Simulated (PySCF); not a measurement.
# CMgO2 (+2), a complex of two parts: interaction energy

Aim: the interaction energy of `O=C=O` with `[Mg+2]`.

Programs: PySCF 2.14.0. All values are calculated, for the isolated system unless a continuum is named. Atoms count from 0, parts from 1.

### 1 Starting point

4 atoms, charge 2, multiplicity 1; geometry: GFN2-xTB. Parts: 1 = atoms 0–2, `O=C=O`, charge 0; 2 = atom 3, `[Mg+2]`, charge 2.

### 2 Relaxing the molecule at PBE0-D3(BJ)/def2-SVPD

What the job is given:

```
{"job": {"xc": "PBE0", "basis": "def2-SVPD", "d3": "d3bj", "grid": 2, "kind": "geom", "shake": 0.01}, "charge": 2, "multiplicity": 1, "parts": [{"atoms": "0-2", "charge": 0, "multiplicity": 1}, {"atoms": "3-3", "charge": 2, "multiplicity": 1}]}
O     -1.068974    -0.163960     0.083325
C     -0.018746     0.100994    -0.055959
O      1.168893     0.238861    -0.141062
Mg     2.696138     1.297977    -0.686016
```

Launch:

```
$ OMP_NUM_THREADS=1 python cluster_run.py task.json out
```

One launch serves the whole session: the jobs run in the order shown.

**Question.** The jobs that follow are: CCSD(T)/aug-cc-pVDZ and MP2/aug-cc-pVTZ counterpoise interaction energy, frozen core, gas phase. Predict: point group; rotational constants (main isotopes); interaction energy, CCSD(T) limit estimate; MP2/aug-cc-pVTZ; T1 diagnostic.

The runs gave:

```
                                  quantity            value
                               point group            Cinfv
      rotational constants (main isotopes)   2.67, 2.67 GHz
interaction energy, CCSD(T) limit estimate  -63.12 kcal/mol
                           MP2/aug-cc-pVTZ  -62.63 kcal/mol
                             T1 diagnostic           0.0147
```

In words: Relaxing lowered the energy by 0.232 eV in 25 steps; the bond of the start that moved most is O2–Mg3, from 1.937 to 1.895 Å. The interaction energy leaves out the deformation of the parts, 2.77 kcal/mol; with it the binding is about -60.35 kcal/mol. The estimate adds CCSD(T) less MP2 in the small basis (-0.45 kcal/mol) to extrapolated MP2. Hartree-Fock gives -65.09 against -63.12 kcal/mol, so correlation weakens the interaction of the frozen parts.
